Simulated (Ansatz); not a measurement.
# H6O4Zr: the cost of one run

All numbers below are computed with Ansatz 0.2.0 (RKS PBE-D4/def2-SVP).

**1. Starting point**

Bond lengths: Zr1–O2 2.420 Å, O2–H3 1.010 Å, Zr1–O4 2.070 Å, O4–H5 1.010 Å, Zr1–O6 2.069 Å, O6–H7 1.010 Å, Zr1–O8 2.069 Å, O8–H9 1.010 Å, Zr1–H10 2.150 Å, Zr1–H11 2.291 Å. Angles (14 of 19 angles, heavy atoms first): O2–Zr1–O4 109.4°, O2–Zr1–O6 109.5°, O2–Zr1–O8 109.5°, O4–Zr1–O6 109.5°, O4–Zr1–O8 109.5°, O6–Zr1–O8 109.5°, Zr1–O2–H3 109.5°, O2–Zr1–H10 71.6°, O2–Zr1–H11 42.1°, O4–Zr1–H10 67.1°, O4–Zr1–H11 84.1°, O6–Zr1–H10 72.9°, O6–Zr1–H11 88.0°, O8–Zr1–H10 176.5°.

As a file:

```xyz
11

Zr    0.0000    0.0000    0.0000
O     0.0000    0.0000    2.4200
H    -0.9095   -0.2814    2.7571
O     1.9520    0.0000   -0.6893
H     2.2684   -0.9521   -0.8060
O    -0.9750    1.6891   -0.6893
H    -1.9328    1.4584   -0.9117
O    -0.9750   -1.6891   -0.6893
H    -1.4296   -2.1548    0.0831
H     1.1276    1.7004    0.6779
H     0.8486    1.2798    1.7004
```

**2. Pulling towards end A**

Springs on the bonds that form and break draw the guess towards this end; the thresholds are loose.

The input, input.yaml:

```yaml
crystal:
  periodic: [false, false, false]
  atoms:
    - { symbol: Zr, position_ang: [0.0, 0.0, 0.0] }
    - { symbol: O, position_ang: [0.0, 0.0, 2.42] }
    - { symbol: H, position_ang: [-0.9095, -0.2814, 2.7571] }
    - { symbol: O, position_ang: [1.952, 0.0, -0.6893] }
    - { symbol: H, position_ang: [2.2684, -0.9521, -0.806] }
    - { symbol: O, position_ang: [-0.975, 1.6891, -0.6893] }
    - { symbol: H, position_ang: [-1.9328, 1.4584, -0.9117] }
    - { symbol: O, position_ang: [-0.975, -1.6891, -0.6893] }
    - { symbol: H, position_ang: [-1.4296, -2.1548, 0.0831] }
    - { symbol: H, position_ang: [1.1276, 1.7004, 0.6779] }
    - { symbol: H, position_ang: [0.8486, 1.2798, 1.7004] }
basis:
  gaussian: { orbitals: def2-SVP }
hamiltonian:
  xc: pbe
  dispersion: d4
relax:
  f_tol: 0.15
  max_steps: 25
  restrain:
    - { distance: [0, 9], at: 3.05, k: 30.0 }
    - { distance: [10, 1], at: 2.21, k: 30.0 }
    - { distance: [0, 1], at: 2.07, k: 30.0 }
    - { distance: [10, 9], at: 0.66, k: 30.0 }
```

Run with:

```sh
$ ansatz run input.yaml --threads 4 --pin off --max-ram 5120MiB --backend cpu --events-out ev --progress --plain --runs-dir out
```

**Question.** How long does this run take on 4 threads of INTEL XEON PLATINUM 8581C at 2.30GHz (Emerald Rapids), shared host, and how much memory does it need?

About 9.2 s, with a peak of 0.18 GiB.
